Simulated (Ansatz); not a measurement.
# C2H2OSi: single points off equilibrium

One table from this session's results is given with a row withheld; the runs are named, their logs left out.

Program: Ansatz 0.2.0, Gaussian basis. Level of theory: single points in def2-TZVPP. These are calculated values, not measurements.

Cores are frozen in the correlated methods.

## Starting geometry

SMILES `C=[Si]=C=O`, 6 atoms, charge 0, spin multiplicity 1.

Atoms are counted from 1 here; the program's logs count them from 0.

Bond lengths: C1–Si2 1.771 Å, C1–H5 1.059 Å, C1–H6 1.029 Å, Si2–C3 1.879 Å, C3–O4 1.147 Å. Angles: Si2–C1–H5 122.3°, Si2–C1–H6 122.4°, H5–C1–H6 115.2°, C1–Si2–C3 117.8°, Si2–C3–O4 135.2°.

As a file:

```xyz
6
C2H2OSi
C    -0.6913    1.1103   -0.2632
Si    0.2036   -0.3360   -0.7565
C     0.9012   -1.4396    0.5947
O     1.4743   -2.4324    0.6200
H    -1.1401    1.7645   -0.9642
H    -0.7750    1.3984    0.7212
```

The first run:

run/in.yaml

```yaml
crystal:
  periodic: [false, false, false]
  atoms:
    - {symbol: C, position_ang: [-0.691300, 1.110300, -0.263200]}
    - {symbol: Si, position_ang: [0.203600, -0.336000, -0.756500]}
    - {symbol: C, position_ang: [0.901200, -1.439600, 0.594700]}
    - {symbol: O, position_ang: [1.474300, -2.432400, 0.620000]}
    - {symbol: H, position_ang: [-1.140100, 1.764500, -0.964200]}
    - {symbol: H, position_ang: [-0.775000, 1.398400, 0.721200]}
basis:
  gaussian: {orbitals: def2-TZVPP}
correlation: {method: ccsd_t}
output: {forces: true}
```

The command line of these runs was not kept.

Among the steps run: CCSD(T)/def2-TZVPP; PBE0-D4/def2-TZVPP; wB97M-V/def2-TZVPP; r2SCAN-D4/def2-TZVPP; PBE-D4/def2-TZVPP; SPW92/def2-TZVPP; r2SCANh-D4/def2-TZVPP.

One table of the session follows, with a row left open; its other results are not shown here.

```
    method  RMS force component (eV/Å)  angle to CCSD(T) forces (°)  dipole (D)
   CCSD(T)                       1.005                    reference        0.76
   PBE0-D4                           ?                            ?           ?
   wB97M-V                       1.282                         28.4        0.82
 r2SCAN-D4                       1.016                         10.4        0.70
    PBE-D4                       1.118                         21.0        0.60
     SPW92                       1.131                         18.6        0.56
r2SCANh-D4                       1.042                         16.1        0.70
```

**Question.** Estimate the row for PBE0-D4.

**Answer.** RMS force component (eV/Å): 1.104; angle to CCSD(T) forces (°): 20.0; dipole (D): 0.66. In the column «RMS force component (eV/Å)» it lies between r2SCANh-D4 (1.042) and PBE-D4 (1.118).
